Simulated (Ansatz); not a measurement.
# Sb (fcc type): the cost of one run

Program: Ansatz 0.2.0. Level of theory: DFT LDA, with the methods named in each step. These are calculated values, not measurements.

## Step 1: Starting point

It takes space group Fm-3m (No. 225, cubic). Conventional cell: a = 4.686 Å, b = 4.686 Å, c = 4.686 Å, α = 90.00°, β = 90.00°, γ = 90.00°. Sb (site symmetry m-3m) is surrounded by 12 Sb at 3.31 Å.

Structure file:

```xyz
3
Lattice="0.0000 2.3430 -2.3430 -2.3430 0.0000 2.3430 4.6860 4.6860 4.6860" Properties=species:S:1:pos:R:3 pbc="T T T"
Sb    0.0000    0.0000    0.0000
Sb    0.0000    2.3430    2.3430
Sb    2.3430    4.6860    2.3430
```

Atoms are numbered in the order of the input: Sb1, Sb2, Sb3.

## Step 2: Bulk in the slab's orientation, LAPW

The input, input.yaml:

```yaml
crystal:
  lattice:
    - [0.0, 2.3430181388, -2.3430181388]
    - [-2.3430181388, 0.0, 2.3430181388]
    - [4.6860362776, 4.6860362776, 4.6860362776]
  atoms:
    - { symbol: Sb, position: [0.0, 0.0, 0.0] }
    - { symbol: Sb, position: [0.333333333, 0.666666667, 0.333333333] }
    - { symbol: Sb, position: [0.666666667, 0.333333333, 0.666666667] }
kpoints:
  mp_grid: { grid: [14, 14, 5] }
scf:
  occupations: { method: fermi_dirac, width: 0.05 }
hamiltonian:
  xc: lda
  pseudopotentials: { kind: all_electron, lapw: { basis_error: 0.001 } }
output:
  forces: true
  stress: true
  eigenvalues: true
```

Command:

```bash
$ ansatz run input.yaml --threads 2 --pin off --max-ram 4096MiB --backend cpu --events-out ev --progress --plain --runs-dir out
```

What time and memory should one allow on 2 threads of Intel Xeon 6975P-C (Granite Rapids), shared host?

About 10 s, with a peak of 0.6 GiB.
